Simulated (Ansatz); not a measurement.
**ClH4ISiSn: small, medium and large basis sets**

An exercise on one series of results from a longer session: the logs are not shown, and one member is left open.

Method: one geometry, several basis sets; program: Ansatz 0.2.0, Gaussian basis.

Plan: PBE0-D4/def2-SVP; ωB97M-V/def2-SVP; PBE0-D4/def2-QZVPP; ωB97M-V/def2-QZVPP; the functionals' def2-TZVPP values are taken from earlier runs.

1 further run of the same task is left out (for a known fault of the program). Runs told in other sessions of the task aren't counted.

## Structure used throughout

All runs share one geometry, relaxed beforehand with PBE0-D4 in a triple-zeta def2 set. Sn, I take the def2 core potential; no spin-orbit term is included.

SMILES `[SiH3][SnH]([Cl])[I]`, 8 atoms, charge 0, spin multiplicity 1.

Atoms are counted from 1 here; the program's logs count them from 0.

Bond lengths: Si1–Sn2 2.562 Å, Si1–H5 1.484 Å, Si1–H6 1.482 Å, Si1–H7 1.484 Å, Sn2–Cl3 2.337 Å, Sn2–I4 2.682 Å, Sn2–H8 1.704 Å. Angles: Sn2–Si1–H5 108.4°, Sn2–Si1–H6 106.9°, Sn2–Si1–H7 109.1°, H5–Si1–H6 110.9°, H5–Si1–H7 110.5°, H6–Si1–H7 111.0°, Si1–Sn2–Cl3 106.9°, Si1–Sn2–I4 108.4°, Si1–Sn2–H8 121.7°, Cl3–Sn2–I4 106.8°, Cl3–Sn2–H8 105.1°, I4–Sn2–H8 107.1°.

Set-up of the first run:

in.yaml

```yaml
crystal:
  periodic: [false, false, false]
  atoms:
    - {symbol: Si, position_ang: [-0.612671, 1.133730, 0.558554]}
    - {symbol: Sn, position_ang: [0.638880, -0.761822, -0.626750]}
    - {symbol: Cl, position_ang: [2.159968, -1.639062, 0.915307]}
    - {symbol: I, position_ang: [-1.113407, -2.713883, -1.186262]}
    - {symbol: H, position_ang: [-1.637102, 1.670810, -0.370773]}
    - {symbol: H, position_ang: [-1.247404, 0.545445, 1.761259]}
    - {symbol: H, position_ang: [0.355315, 2.193902, 0.934239]}
    - {symbol: H, position_ang: [1.548721, -0.486119, -2.041273]}
basis:
  gaussian: {orbitals: def2-SVP}
hamiltonian: {xc: pbe0, dispersion: d4}
output: {orbitals: {seedname: orbitals}}
```

Started as:

```bash
$ ansatz run in.yaml --threads 4 --pin off --events-out ev --progress --plain --max-ram 10444MiB
```

Steps of the session up to this table: PBE0-D4 in def2-SVP; ωB97M-V in def2-SVP; PBE0-D4 in def2-QZVPP; ωB97M-V in def2-QZVPP.

One table of the session follows, with a row left open; its other results are not shown here.

It belongs to the step «Density functionals: the series». 

| functional | basis | HOMO (eV) | LUMO (eV) |
| --- | --- | --- | --- |
| PBE0-D4 | def2-SVP | -7.56 | -1.71 |
| PBE0-D4 | def2-TZVPP | -7.62 | -1.83 |
| PBE0-D4 | def2-QZVPP | -7.64 | -1.86 |
| ωB97M-V | def2-SVP | ? | ? |
| ωB97M-V | def2-TZVPP | -9.67 | -0.04 |
| ωB97M-V | def2-QZVPP | -9.69 | -0.13 |

Q: Estimate the row for ωB97M-V, def2-SVP from the others.

As computed: HOMO (eV): -9.57; LUMO (eV): 0.18. In the column «HOMO (eV)» it lies between ωB97M-V, def2-TZVPP (-9.67) and PBE0-D4, def2-QZVPP (-7.64).
